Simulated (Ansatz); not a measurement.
# AlF3H2O: the cost of one run

Program: Ansatz 0.2.0, Gaussian basis. Level of theory: RKS PBE-D4/def2-SVP. These are calculated values, not measurements.

Levels: PBE-D4, revPBE-D4, BLYP-D4, r2SCAN-D4, B97M-V, PBE0-D4, B3LYP-D4, HSE06-D4, wB97X-V, wB97M-V, B2PLYP, Hartree-Fock, MP2, CCSD, CCSD(T). The reference is CCSD(T) extrapolated to the basis limit.

Cores are frozen in the correlated methods. B3LYP uses VWN-RPA correlation. B2PLYP carries no dispersion term here.

176 further runs of the same task are left out: 176 set aside as unsound or not needed. Runs told in other sessions of the task aren't counted.

### 1 Where the work starts

The pair, from a GFN2-xTB docking trial: 7 atoms, charge 0, spin multiplicity 1.

Atoms are counted from 1 here; the program's logs count them from 0.

Bond lengths: O1–H2 0.961 Å, O1–H3 0.963 Å, O1–Al5 1.902 Å, F4–Al5 1.650 Å, Al5–F6 1.643 Å, Al5–F7 1.648 Å. Angles: H2–O1–H3 111.7°, H2–O1–Al5 125.3°, H3–O1–Al5 118.6°, O1–Al5–F4 96.5°, O1–Al5–F6 101.3°, O1–Al5–F7 98.0°, F4–Al5–F6 116.5°, F4–Al5–F7 118.7°, F6–Al5–F7 118.3°.

As a file:

```mol
AlF3H2O
  3D, bonds by distance, orders not assigned

  7  6  0  0  0  0  0  0  0  0999 V2000
    0.0191    0.5169   -0.9121 O   0  0
   -0.7286    0.6217   -1.5065 H   0  0
    0.8569    0.5438   -1.3854 H   0  0
    1.3590   -1.1908    0.6180 F   0  0
   -0.0406   -0.3333    0.7880 Al  0  0
    0.0111    0.9612    1.7981 F   0  0
   -1.4769   -1.1195    0.6000 F   0  0
  1  2  8  0
  1  3  8  0
  1  5  8  0
  4  5  8  0
  5  6  8  0
  5  7  8  0
M  END
```

Atoms 1 to 3 are fragment A (H2O), the rest fragment B (AlF3).

### 2 A first relaxation in a small basis

File pre/in.yaml:

```yaml
crystal:
  periodic: [false, false, false]
  atoms:
    - {symbol: O, position_ang: [0.019100, 0.516900, -0.912100]}
    - {symbol: H, position_ang: [-0.728600, 0.621700, -1.506500]}
    - {symbol: H, position_ang: [0.856900, 0.543800, -1.385400]}
    - {symbol: F, position_ang: [1.359000, -1.190800, 0.618000]}
    - {symbol: Al, position_ang: [-0.040600, -0.333300, 0.788000]}
    - {symbol: F, position_ang: [0.011100, 0.961200, 1.798100]}
    - {symbol: F, position_ang: [-1.476900, -1.119500, 0.600000]}
basis:
  gaussian: {orbitals: def2-SVP}
hamiltonian: {xc: pbe, dispersion: d4}
relax: {f_tol: 0.03, max_steps: 250}
```

On the command line:

```
$ ansatz run in.yaml --threads 4 --pin off --events-out ev --progress --plain --max-ram 9574MiB
```

**Question.** How long does this run take on 4 threads of Arm Neoverse V1, shared host?

About 5.5 s.
